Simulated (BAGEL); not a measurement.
# One shape, several levels: triplet CH3BrSi

We compute a comparison of 4 runs (ROHF/6-31G*, UHF/6-31G*, ROHF/cc-pVDZ, UHF/cc-pVDZ) of triplet CH3BrSi. 

Program for the calculation: BAGEL 1.2.2.

3 further runs of the same task are left out: 2 that didn't finish, 1 set aside as unsound or not needed. Runs told in other sessions of the task aren't counted.

### Step 1. The system as given

CH3BrSi: 6 atoms, total charge 0, spin state triplet. As SMILES of the parent species, `C[Si]Br`. Geometry: relaxed at PBE0-D4/def2-TZVP. That shape belongs to the parent species and isn't relaxed for this state.

Bond lengths: C1–Si2 1.888 Å, Si2–Br3 2.264 Å, C1–H4 1.096 Å, C1–H5 1.093 Å, C1–H6 1.095 Å. Angles: C1–Si2–Br3 98.3°, Si2–C1–H4 110.1°, Si2–C1–H5 111.1°, Si2–C1–H6 110.6°, H4–C1–H5 108.9°, H4–C1–H6 106.8°, H5–C1–H6 109.1°.

### Step 2. The energy at ROHF/6-31G(d) (density fitting with qzvpp-jkfit, spherical functions) (run 1)

input.json reads:

```json
{ "bagel": [

{
  "title": "molecule",
  "basis": "6-31gs.json",
  "df_basis": "qzvpp-jkfit",
  "angstrom": true,
  "geometry": [
    { "atom": "C", "xyz": [      -0.433600,       0.379100,      -0.206800 ] },
    { "atom": "Si", "xyz": [       0.012600,      -0.760500,       1.231000 ] },
    { "atom": "Br", "xyz": [       1.998300,      -1.515000,       0.446600 ] },
    { "atom": "H", "xyz": [       0.332000,       1.154200,      -0.325800 ] },
    { "atom": "H", "xyz": [      -1.402000,       0.859000,      -0.043400 ] },
    { "atom": "H", "xyz": [      -0.465200,      -0.180900,      -1.147800 ] }
  ]
},

{
  "title": "rohf",
  "nopen": 2
},

{
  "title": "print",
  "file": "orbitals.molden",
  "orbitals": true
}

]}
```

The basis set 6-31G* is read from a file made from the Basis Set Exchange's data (not shown).

Started as:

```
$ BAGEL_NUM_THREADS=1 BAGEL input.json > input.out
```

Output:

```text
* using 1 threads per process

  ===============================================================
  ===============================================================

  *** Geometry ***

  { "atom" : "C", "xyz" : [     -0.819385,      0.716395,     -0.390795 ] },
  { "atom" : "Si", "xyz" : [      0.023811,     -1.437137,      2.326253 ] },
  { "atom" : "Br", "xyz" : [      3.776240,     -2.862935,      0.843952 ] },
  { "atom" : "H", "xyz" : [      0.627389,      2.181122,     -0.615673 ] },
  { "atom" : "H", "xyz" : [     -2.649396,      1.623275,     -0.082014 ] },
  { "atom" : "H", "xyz" : [     -0.879101,     -0.341851,     -2.169028 ] },

  Number of auxiliary basis functions:      523

  Since a DF basis is specified, we compute 2- and 3-index integrals:
    o Being stored without compression. Storage requirement is 0.021 GB

  Number of basis functions:       70
  Number of electrons      :       58

    * METHOD: MOLECULE                             0.25

  *** Open-shell HF ***

  === Nuclear Repulsion ===
   207.7225896496

      * DIIS with orbital gradients will be used.

  === ROHF iteration (6-31gs.json) ===
      0      -2900.50944203          0.02105000           0.13
      1      -2900.57985277          0.00962951           0.13
      2      -2900.59324861          0.00487291           0.13
[... 13 lines of this table left out ...]
     16      -2900.59879152          0.00000000           0.13
    * SCF iteration converged.

    * S^2 (ROHF) is 2.0000

    * Permanent dipole moment:
           (    0.991833,    -0.484923,    -0.215941) a.u.

    * METHOD: ROHF                                 2.43

    * METHOD: PRINT                                0.01

  ===============================================================
```

Wall time 2.8 s (1 thread of Arm Neoverse V2, shared host); peak memory 0.12 GiB.

### Step 3. A single-point energy at UHF/6-31G(d) (density fitting with qzvpp-jkfit, spherical functions) (run 2)

input.json reads:

```json
{ "bagel" : [

{
  "title" : "molecule",
  "basis" : "6-31gs.json",
  "df_basis" : "qzvpp-jkfit",
  "angstrom" : true,
  "geometry" : [
    { "atom" : "C", "xyz" : [      -0.433600,       0.379100,      -0.206800 ] },
    { "atom" : "Si", "xyz" : [       0.012600,      -0.760500,       1.231000 ] },
    { "atom" : "Br", "xyz" : [       1.998300,      -1.515000,       0.446600 ] },
    { "atom" : "H", "xyz" : [       0.332000,       1.154200,      -0.325800 ] },
    { "atom" : "H", "xyz" : [      -1.402000,       0.859000,      -0.043400 ] },
    { "atom" : "H", "xyz" : [      -0.465200,      -0.180900,      -1.147800 ] }
  ]
},

{
  "title" : "uhf",
  "nopen" : 2
},

{
  "title" : "print",
  "file" : "orbitals.molden",
  "orbitals" : true
}

]}
```

The basis set 6-31G* is read from a file made from the Basis Set Exchange's data (not shown).

Started as:

```
$ BAGEL_NUM_THREADS=1 BAGEL input.json > input.out
```

Output:

```text
* using 1 threads per process

  ===============================================================
  ===============================================================

  *** Geometry ***

  { "atom" : "C", "xyz" : [     -0.819385,      0.716395,     -0.390795 ] },
  { "atom" : "Si", "xyz" : [      0.023811,     -1.437137,      2.326253 ] },
  { "atom" : "Br", "xyz" : [      3.776240,     -2.862935,      0.843952 ] },
  { "atom" : "H", "xyz" : [      0.627389,      2.181122,     -0.615673 ] },
  { "atom" : "H", "xyz" : [     -2.649396,      1.623275,     -0.082014 ] },
  { "atom" : "H", "xyz" : [     -0.879101,     -0.341851,     -2.169028 ] },

  Number of auxiliary basis functions:      523

  Since a DF basis is specified, we compute 2- and 3-index integrals:
    o Being stored without compression. Storage requirement is 0.021 GB

  Number of basis functions:       70
  Number of electrons      :       58

    * METHOD: MOLECULE                             0.25

  *** Open-shell HF ***

  === Nuclear Repulsion ===
   207.7225896496

      * DIIS with orbital gradients will be used.

  === UHF iteration (6-31gs.json) ===
      0      -2900.50944203          0.02105000           0.14
      1      -2900.58387481          0.00939595           0.13
      2      -2900.59656091          0.00462717           0.13
[... 16 lines of this table left out ...]
     19      -2900.60075745          0.00000001           0.13
    * SCF iteration converged.

    * S^2 (UHF) is 2.0056

    * Permanent dipole moment:
           (    0.983601,    -0.488876,    -0.200958) a.u.

    * METHOD: UHF                                  2.86

    * METHOD: PRINT                                0.01

  ===============================================================
```

It took 3.3 s on 1 thread of Arm Neoverse V2, shared host; peak memory 0.12 GiB.

### Step 4. The energy at ROHF/cc-pVDZ (density fitting with qzvpp-jkfit) (run 3)

calc.json reads:

```json
{ "bagel": [

{
  "title": "molecule",
  "basis": "cc-pvdz.json",
  "df_basis": "qzvpp-jkfit",
  "angstrom": true,
  "geometry": [
    { "atom": "C", "xyz": [   -0.433600,    0.379100,   -0.206800 ] },
    { "atom": "Si", "xyz": [    0.012600,   -0.760500,    1.231000 ] },
    { "atom": "Br", "xyz": [    1.998300,   -1.515000,    0.446600 ] },
    { "atom": "H", "xyz": [    0.332000,    1.154200,   -0.325800 ] },
    { "atom": "H", "xyz": [   -1.402000,    0.859000,   -0.043400 ] },
    { "atom": "H", "xyz": [   -0.465200,   -0.180900,   -1.147800 ] }
  ]
},
{
  "title": "rohf",
  "nopen": 2
},
{
  "title": "print",
  "file": "orbitals.molden",
  "orbitals": true
}

]}
```

The basis set cc-pVDZ is read from a file made from the Basis Set Exchange's data (not shown).

Started as:

```
$ BAGEL_NUM_THREADS=1 BAGEL calc.json > calc.out
```

Output:

```text
* using 1 threads per process

  ===============================================================
  ===============================================================

  *** Geometry ***

  { "atom" : "C", "xyz" : [     -0.819385,      0.716395,     -0.390795 ] },
  { "atom" : "Si", "xyz" : [      0.023811,     -1.437137,      2.326253 ] },
  { "atom" : "Br", "xyz" : [      3.776240,     -2.862935,      0.843952 ] },
  { "atom" : "H", "xyz" : [      0.627389,      2.181122,     -0.615673 ] },
  { "atom" : "H", "xyz" : [     -2.649396,      1.623275,     -0.082014 ] },
  { "atom" : "H", "xyz" : [     -0.879101,     -0.341851,     -2.169028 ] },

  Number of auxiliary basis functions:      523

  Since a DF basis is specified, we compute 2- and 3-index integrals:
    o Being stored without compression. Storage requirement is 0.023 GB

  Number of basis functions:       74
  Number of electrons      :       58

    * METHOD: MOLECULE                             0.23

  *** Open-shell HF ***

  === Nuclear Repulsion ===
   207.7225896496

      * DIIS with orbital gradients will be used.

  === ROHF iteration (cc-pvdz.json) ===
      0      -2900.79470392          0.02417966           0.14
      1      -2900.87632533          0.01204702           0.14
      2      -2900.89504973          0.00606432           0.14
[... 12 lines of this table left out ...]
     15      -2900.90322528          0.00000001           0.14
    * SCF iteration converged.

    * S^2 (ROHF) is 2.0000

    * Permanent dipole moment:
           (    0.875197,    -0.464526,    -0.130957) a.u.

    * METHOD: ROHF                                 2.43

    * METHOD: PRINT                                0.01

  ===============================================================
```

Wall time 2.8 s (1 thread of Arm Neoverse V2, shared host); peak memory 0.12 GiB.

### Step 5. A single-point energy at UHF/cc-pVDZ (density fitting with qzvpp-jkfit) (run 4)

hf.json reads:

```json
{ "bagel": [

{
  "title": "molecule",
  "basis": "cc-pvdz.json",
  "df_basis": "qzvpp-jkfit",
  "angstrom": true,
  "geometry": [
    { "atom": "C", "xyz": [      -0.433600,       0.379100,      -0.206800 ] },
    { "atom": "Si", "xyz": [       0.012600,      -0.760500,       1.231000 ] },
    { "atom": "Br", "xyz": [       1.998300,      -1.515000,       0.446600 ] },
    { "atom": "H", "xyz": [       0.332000,       1.154200,      -0.325800 ] },
    { "atom": "H", "xyz": [      -1.402000,       0.859000,      -0.043400 ] },
    { "atom": "H", "xyz": [      -0.465200,      -0.180900,      -1.147800 ] }
  ]
},

{ "title": "uhf", "nopen": 2 },

{ "title": "print", "file": "orbitals.molden", "orbitals": true }

]}
```

The basis set cc-pVDZ is read from a file made from the Basis Set Exchange's data (not shown).

Started as:

```
$ BAGEL_NUM_THREADS=1 BAGEL hf.json > hf.out
```

Output:

```text
* using 1 threads per process

  ===============================================================
  ===============================================================

  *** Geometry ***

  { "atom" : "C", "xyz" : [     -0.819385,      0.716395,     -0.390795 ] },
  { "atom" : "Si", "xyz" : [      0.023811,     -1.437137,      2.326253 ] },
  { "atom" : "Br", "xyz" : [      3.776240,     -2.862935,      0.843952 ] },
  { "atom" : "H", "xyz" : [      0.627389,      2.181122,     -0.615673 ] },
  { "atom" : "H", "xyz" : [     -2.649396,      1.623275,     -0.082014 ] },
  { "atom" : "H", "xyz" : [     -0.879101,     -0.341851,     -2.169028 ] },

  Number of auxiliary basis functions:      523

  Since a DF basis is specified, we compute 2- and 3-index integrals:
    o Being stored without compression. Storage requirement is 0.023 GB

  Number of basis functions:       74
  Number of electrons      :       58

    * METHOD: MOLECULE                             0.23

  *** Open-shell HF ***

  === Nuclear Repulsion ===
   207.7225896496

      * DIIS with orbital gradients will be used.

  === UHF iteration (cc-pvdz.json) ===
      0      -2900.79470392          0.02417966           0.15
      1      -2900.88094490          0.01180328           0.14
      2      -2900.89870703          0.00580496           0.14
[... 15 lines of this table left out ...]
     18      -2900.90524215          0.00000001           0.14
    * SCF iteration converged.

    * S^2 (UHF) is 2.0058

    * Permanent dipole moment:
           (    0.869384,    -0.469234,    -0.117198) a.u.

    * METHOD: UHF                                  2.87

    * METHOD: PRINT                                0.01

  ===============================================================
```

Wall time 3.3 s (1 thread of Arm Neoverse V2, shared host); peak memory 0.12 GiB.

### Step 6. The series

```
run                                                                level   energy (Eh)  dipole moment (D)   ⟨S²⟩  wall time
  1  ROHF/6-31G* (density fitting with qzvpp-jkfit, spherical functions)  -2900.598792               2.86  2.000      2.8 s
  2   UHF/6-31G* (density fitting with qzvpp-jkfit, spherical functions)  -2900.600757               2.84  2.006      3.3 s
  3                      ROHF/cc-pVDZ (density fitting with qzvpp-jkfit)  -2900.903225               2.54  2.000      2.8 s
  4                       UHF/cc-pVDZ (density fitting with qzvpp-jkfit)  -2900.905242               2.53  2.006      3.3 s
```

### Step 7. Results

| quantity | value |
| --- | --- |
| run 4: total energy | -2900.90524 Eh |
| run 4: dipole moment | 2.53 D |
| run 4: ⟨S²⟩ | 2.006 |

In words: The dipole moment (its size) runs from 2.53 D (UHF/cc-pVDZ) to 2.86 D (ROHF/6-31G*). The two ends differ in method and basis. All runs together took 12 s, the longest 3.3 s.
